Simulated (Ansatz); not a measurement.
# LuAlB4: the cost of one run

All numbers below are computed with Ansatz 0.2.0 (DFT PBEsol, plane waves, PAW, scalar-relativistic, no spin polarisation).

### Step 1. The structure to begin with

The cell holds 24 atoms (Al4B16Lu4): a = 5.903 Å, b = 5.903 Å, c = 7.008 Å, α = 90.00°, β = 90.00°, γ = 103.74°.

The coordinates stand in the first input below.

### Step 2. The run

220 steps of 1 fs under a Langevin thermostat, set from 300 K to 2800 K by a schedule.

File input.yaml:

```yaml
accuracy: low
crystal:
  lattice:
    - [3.6445, -4.643, 0.0]
    - [3.6445, 4.643, 0.0]
    - [0.0, 0.0, 7.008]
  atoms:
    - { symbol: Lu, position: [0.6996, 0.3004, 0.0] }
    - { symbol: Lu, position: [0.3004, 0.6996, 0.0] }
    - { symbol: Al, position: [0.1802, 0.1802, 0.0] }
    - { symbol: Al, position: [0.8198, 0.8198, 0.0] }
    - { symbol: B, position: [0.62, 0.62, 0.25] }
    - { symbol: B, position: [0.38, 0.38, 0.25] }
    - { symbol: B, position: [0.0628, 0.3822, 0.25] }
    - { symbol: B, position: [0.9372, 0.6178, 0.25] }
    - { symbol: B, position: [0.3822, 0.0628, 0.25] }
    - { symbol: B, position: [0.6178, 0.9372, 0.25] }
    - { symbol: B, position: [0.9094, 0.0906, 0.25] }
    - { symbol: B, position: [0.0906, 0.9094, 0.25] }
    - { symbol: Lu, position: [0.6996, 0.3004, 0.5] }
    - { symbol: Lu, position: [0.3004, 0.6996, 0.5] }
    - { symbol: Al, position: [0.1802, 0.1802, 0.5] }
    - { symbol: Al, position: [0.8198, 0.8198, 0.5] }
    - { symbol: B, position: [0.62, 0.62, 0.75] }
    - { symbol: B, position: [0.38, 0.38, 0.75] }
    - { symbol: B, position: [0.0628, 0.3822, 0.75] }
    - { symbol: B, position: [0.9372, 0.6178, 0.75] }
    - { symbol: B, position: [0.3822, 0.0628, 0.75] }
    - { symbol: B, position: [0.6178, 0.9372, 0.75] }
    - { symbol: B, position: [0.9094, 0.0906, 0.75] }
    - { symbol: B, position: [0.0906, 0.9094, 0.75] }
basis:
  ecutwfc: 420.0
kpoints:
  mp_grid: { grid: [3, 3, 2] }
hamiltonian:
  xc: pbesol
scf:
  occupations: { method: fermi_dirac, width: 0.24 }
  lower_state_search: "off"
md:
  timestep: 1
  n_steps: 220
  ensemble: nvt_langevin
  temperature: 300.0
  initial_velocities: maxwell_boltzmann
  seed: 327948
  friction: 0.02
  temperature_schedule: [{ n_steps: 220, end_temperature: 2800.0 }]
```

On the command line:

```
> ansatz run input.yaml --threads 2 --pin off --max-ram 5120MiB --backend cpu --events-out ev --progress --plain --runs-dir out
```

What time and memory should one allow on 2 threads of Arm Neoverse V1, shared host?

About 63 min, with a peak of 0.93 GiB.
